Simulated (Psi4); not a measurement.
# InHCl (SMILES [Cl][InH]) at U-wB97M-V/def2-TZVPP (core potential)

Aim: the vertical doublet–quartet gap of InHCl at U-wB97M-V/def2-TZVPP (core potential), from 2 runs. 

The calculation is run with Psi4 1.11.

1 further run of the same task is left out (set aside as unsound or not needed).

## 1. The molecule

The species is InHCl (3 atoms), meant as a doublet with charge 0. SMILES: `[Cl][InH]`. The shape is that of a PBE0-D4/def2-TZVP optimisation.

Bond lengths: Cl1–In2 2.365 Å, In2–H3 1.773 Å. Angles: Cl1–In2–H3 115.3°.

## 2. The energy at U-wB97M-V/def2-TZVPP (core potential)

Input file job.py:

```python
import psi4

psi4.set_memory('2200 MB')
psi4.set_num_threads(1)
psi4.core.set_output_file('run.log', False)

molecule = psi4.geometry("""
0 2
Cl    -1.649800     0.396800    -0.867400
In     0.409500     0.542400     0.286100
H      1.229400    -1.003900     0.568100
symmetry c1
no_reorient
no_com
""")

psi4.set_options({
    'reference': 'uks',
    'puream': True,
    'e_convergence': 1e-09,
    'd_convergence': 1e-08,
    'scf_type': 'pk',
    'dft_radial_points': 99,
    'dft_spherical_points': 590,
    'maxiter': 100,
})

e_tot, wfn = psi4.energy("wb97m-v/def2-TZVPP", molecule=molecule, return_wfn=True)
print('E =', round(e_tot, 9))
```

The run is started by

```
$ python job.py
```

run.log:

```text
[...]
    !!!  WARNING: ECP capability is in beta. Please check occupations closely.  !!!
[...]
  Running in c1 symmetry.
[...]
  Nuclear repulsion =   88.717601164286506
[...]
  Multiplicity = 2
[...]
  Nalpha       = 20
  Nbeta        = 19
[...]
    Number of basis functions: 106
[...]
   @UKS iter   1:  -650.78661534416688   -1.06246e+00   4.72758e-03 ADIIS/DIIS
[...]
   @UKS iter  14:  -650.88513836312734   -3.86535e-12   4.02091e-09 DIIS
[...]
   @S^2 Observed:                7.563733948E-01
[...]
    Orbital Energies [Eh]
    ---------------------
    Alpha Occupied:
       1A   -101.836260     2A     -9.608943     3A     -7.311157
       4A     -7.307114     5A     -7.306779     6A     -4.844013
       7A     -3.241750     8A     -3.235138     9A     -3.232332
      10A     -0.930935    11A     -0.904898    12A     -0.902500
      13A     -0.900248    14A     -0.897597    15A     -0.870339
      16A     -0.533060    17A     -0.431463    18A     -0.404867
      19A     -0.402253    20A     -0.304964
    Alpha Virtual:
      21A     -0.018035    22A      0.035535    23A      0.070292
      24A      0.098656    25A      0.123106    26A      0.140292
[...]
  @UKS Final Energy:  -650.88513836312734
   => Energetics <=
    Nuclear Repulsion Energy =             88.7176011642865063
    One-Electron Energy =               -1148.1973529663205227
    Two-Electron Energy =                 442.0416973002253371
    DFT Exchange-Correlation Energy =     -33.6029417637058074
    Empirical Dispersion Energy =           0.0000000000000000
    VV10 Nonlocal Energy =                  0.1558579023872185
    Total Energy =                       -650.8851383631273393
[...]
 Multipole Moments:
 ------------------------------------------------------------------------------------
     Multipole            Electronic (a.u.)      Nuclear  (a.u.)        Total (a.u.)
 ------------------------------------------------------------------------------------
 L = 1.  Multiply by 2.5417464519 to convert [e a0] to [Debye]
 Dipole X            :         35.3788050          -34.4264636            0.9523413
 Dipole Y            :        -32.1573406           32.3749770            0.2176363
 Dipole Z            :         15.9883595          -15.4383066            0.5500530
 Magnitude           :                                                    1.1211056
[...]
```

Standard output:

```text
E = -650.885138363
```

It took 70 s on 1 thread of AMD EPYC 7R43 (Zen 3), shared host; peak memory 1.1 GiB.

## 3. The quartet

Input file input.in:

```
memory 2.2 GB

molecule m {
  0 4
  Cl    -1.649800     0.396800    -0.867400
  In     0.409500     0.542400     0.286100
  H      1.229400    -1.003900     0.568100
  symmetry c1
}

set reference uks
set puream true
set e_convergence 1e-09
set d_convergence 1e-08
set scf_type pk
set dft_radial_points 99
set dft_spherical_points 590
set maxiter 100

e_tot, wfn = energy("wb97m-v/def2-TZVPP", return_wfn=True)
print_variables()
```

The run is started by

```
$ psi4 -i input.in -o input.out -n 1
```

input.out:

```text
[...]
    !!!  WARNING: ECP capability is in beta. Please check occupations closely.  !!!
[...]
  Running in c1 symmetry.
[...]
  Nuclear repulsion =   88.717601164286492
[...]
  Multiplicity = 4
[...]
  Nalpha       = 21
  Nbeta        = 18
[...]
    Number of basis functions: 106
[...]
   @UKS iter   1:  -650.60470203211389   -8.93136e-01   4.46762e-03 DIIS/ADIIS
[...]
   @UKS iter  23:  -650.69379118453037   -3.47882e-11   6.97641e-09 DIIS
[...]
   @S^2 Observed:                3.765339679E+00
[...]
    Orbital Energies [Eh]
    ---------------------
    Alpha Occupied:
       1A   -101.906048     2A     -9.676801     3A     -7.386322
       4A     -7.373678     5A     -7.372542     6A     -4.840936
       7A     -3.236786     8A     -3.234414     9A     -3.227639
      10A     -0.976070    11A     -0.909544    12A     -0.897203
      13A     -0.895114    14A     -0.892562    15A     -0.888067
      16A     -0.587631    17A     -0.496332    18A     -0.462633
      19A     -0.457489    20A     -0.332033    21A     -0.213292
    Alpha Virtual:
      22A      0.025367    23A      0.062826    24A      0.096544
      25A      0.105921    26A      0.127000    27A      0.179034
[...]
  @UKS Final Energy:  -650.69379118453037
   => Energetics <=
    Nuclear Repulsion Energy =             88.7176011642864921
    One-Electron Energy =               -1147.0366649517222868
    Two-Electron Energy =                 441.0249393208409856
    DFT Exchange-Correlation Energy =     -33.5548488588427389
    Empirical Dispersion Energy =           0.0000000000000000
    VV10 Nonlocal Energy =                  0.1551821409072523
    Total Energy =                       -650.6937911845303688
[...]
 Multipole Moments:
 ------------------------------------------------------------------------------------
     Multipole            Electronic (a.u.)      Nuclear  (a.u.)        Total (a.u.)
 ------------------------------------------------------------------------------------
 L = 1.  Multiply by 2.5417464519 to convert [e a0] to [Debye]
 Dipole X            :         34.6692627          -34.3160511            0.3532116
 Dipole Y            :          4.1114053           -4.3716373           -0.2602320
 Dipole Z            :          0.0000002            0.0000000            0.0000002
 Magnitude           :                                                    0.4387245
[...]
```

It took 1.8 min on 1 thread of AMD EPYC 7R43 (Zen 3), shared host; peak memory 1.1 GiB.

## 4. Results

Level: U-wB97M-V/def2-TZVPP (core potential).

| quantity | value |
| --- | --- |
| doublet: total energy | -650.88514 Eh |
| doublet: dipole moment | 2.85 D |
| doublet: HOMO energy (highest over α and β) | -8.30 eV |
| doublet: LUMO energy (lowest over α and β) | -1.82 eV |
| doublet: ⟨S²⟩ | 0.756 |
| quartet: total energy | -650.69379 Eh |
| quartet: dipole moment | 1.12 D |
| quartet: HOMO energy (highest over α and β) | -5.80 eV |
| quartet: LUMO energy (lowest over α and β) | -5.62 eV |
| quartet: ⟨S²⟩ | 3.765 |
| vertical energy of the quartet above the doublet | 5.207 eV |

In words: At this shape the quartet lies 5.21 eV (120 kcal/mol) above the doublet.
